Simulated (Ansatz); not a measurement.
Task: a band structure of NaWO3, space group Pm-3m, with the Python package of Ansatz (0.2.0). Give the script and its output. Settings: PBEsol, PAW, cutoff 463 eV, 6×6×6 k-points, Fermi-Dirac smearing of 0.1 eV.

The script reads `nawo3.extxyz`:
```text
5
Lattice="3.86 0.0 0.0 0.0 3.86 0.0 0.0 0.0 3.86" Properties=species:S:1:pos:R:3 pbc="T T T"
Na    0.00000000    0.00000000    0.00000000
W     1.93000000    1.93000000    1.93000000
O     1.93000000    1.93000000    0.00000000
O     0.00000000    1.93000000    1.93000000
O     1.93000000    0.00000000    1.93000000
```

The script, `run_bands.py`:
```python
"""Bands of NaWO3 along a path through the zone."""

import warnings

import ansatz as az
import numpy as np

KMESH = (6, 6, 6)
SMEARING = "Fermi-Dirac"
WIDTH_EV = 0.1
EXTRA_BANDS = 8

warnings.simplefilter("ignore", az.DeckWarning)

cell = az.Crystal.from_extxyz("nawo3.extxyz")

# high-symmetry points in fractions of the reciprocal vectors
path = [
    ("G", (0.0, 0.0, 0.0)),
    ("X", (0.0, 0.5, 0.0)),
    ("M", (0.5, 0.5, 0.0)),
    ("G", (0.0, 0.0, 0.0)),
    ("R", (0.5, 0.5, 0.5)),
    ("X", (0.0, 0.5, 0.0)),
]
calc = (
    cell.calculation()
    .functional(az.Functional.PBESOL)
    .basis(17 * az.Ha)
    .kpoints(*KMESH)
    .occupations(SMEARING, width=WIDTH_EV)
    .band_structure([point for _, point in path], intervals=4)
    .scf(extra_bands=EXTRA_BANDS)
)
session = calc.session()
planned = session.plan(threads=1)
out = planned.execute()
report = out.report

n_atoms = len(report["lattice"]["sites"])
print("F =", round(report["free_energy_ev"], 4), "eV for", n_atoms, "atoms")
print("E(sigma -> 0) =", round(report["energy_sigma0_ev"], 4), "eV, TS =", round(report["entropy_ts_ev"], 5), "eV")
print("closed by", report["closed_by"], "after", report["n_iterations"], "iterations")

bands = out.band_structure()
fermi = bands.fermi_energy_ev
print(f"zero of the bands: {fermi:.3f} eV, the Fermi level found on the SCF mesh")
for spin, channel in enumerate(bands.channels):
    levels = channel.eigenvalues_ev - fermi
    crossing = [b for b in range(levels.shape[1]) if levels[:, b].min() < 0 < levels[:, b].max()]
    print(f"channel {spin}: bands that cross the Fermi level on this path:", [b + 1 for b in crossing] or "none")
    shown = crossing or sorted(np.argsort(np.abs(levels).min(axis=0))[:2])
    for k, row in zip(bands.kpoints_frac, levels[:, shown]):
        print(f"{k[0]:7.3f} {k[1]:7.3f} {k[2]:7.3f}  ", " ".join(f"{e:8.3f}" for e in row))
```

```console
$ python run_bands.py
F = -13418.2222 eV for 5 atoms
E(sigma -> 0) = -13418.2025 eV, TS = 0.03959 eV
closed by deck_thresholds after 6 iterations
zero of the bands: 11.210 eV, the Fermi level found on the SCF mesh
channel 0: bands that cross the Fermi level on this path: [21, 22, 23]
  0.000   0.000   0.000     -1.437   -1.437   -1.437
  0.000   0.125   0.000     -1.424   -0.826   -0.826
  0.000   0.250   0.000     -1.393    0.332    0.332
  0.000   0.375   0.000     -1.362    1.362    1.362
  0.000   0.500   0.000     -1.348    1.785    1.785
  0.125   0.500   0.000     -0.759    1.789    1.897
  0.250   0.500   0.000      0.378    1.801    2.278
  0.375   0.500   0.000      1.399    1.814    2.848
  0.500   0.500   0.000      1.819    1.819    3.155
  0.375   0.375   0.000      1.354    1.432    2.523
  0.250   0.250   0.000      0.270    0.438    1.129
  0.125   0.125   0.000     -0.872   -0.762   -0.430
  0.000   0.000   0.000     -1.437   -1.437   -1.437
  0.125   0.125   0.125     -0.546   -0.359   -0.359
  0.250   0.250   0.250      0.931    1.274    1.274
  0.375   0.375   0.375      2.440    2.624    2.624
  0.500   0.500   0.500      3.193    3.193    3.193
  0.375   0.500   0.375      2.568    2.823    2.943
  0.250   0.500   0.250      1.188    2.202    2.401
  0.125   0.500   0.125     -0.365    1.861    1.946
  0.000   0.500   0.000     -1.348    1.785    1.785
```

Reading the output:
- Total energies depend on the potentials; only differences at equal settings carry meaning. A total without «per atom» is that of the cell as typed.
- The cell holds an odd number of electrons and is run without spin, so a magnetic state may lie lower.
- The mesh is modest for a metal, so energies can be off by several to tens of meV an atom and pressures by half a GPa or more; differences at equal mesh fare better.
- Spin-orbit coupling, which matters for elements this heavy, is left out.
- The structure is a deposited one; some such entries were measured under pressure or heat, so a shift against it needn't be the functional's error alone.
- Gaps and levels are Kohn-Sham values on a finite set of k-points, without spin-orbit coupling.
- It ran for 2.3 s on 1 thread of Intel(R) Xeon(R) Platinum 8488C (Sapphire Rapids), with other jobs on the host, peak memory 0.42 GiB.
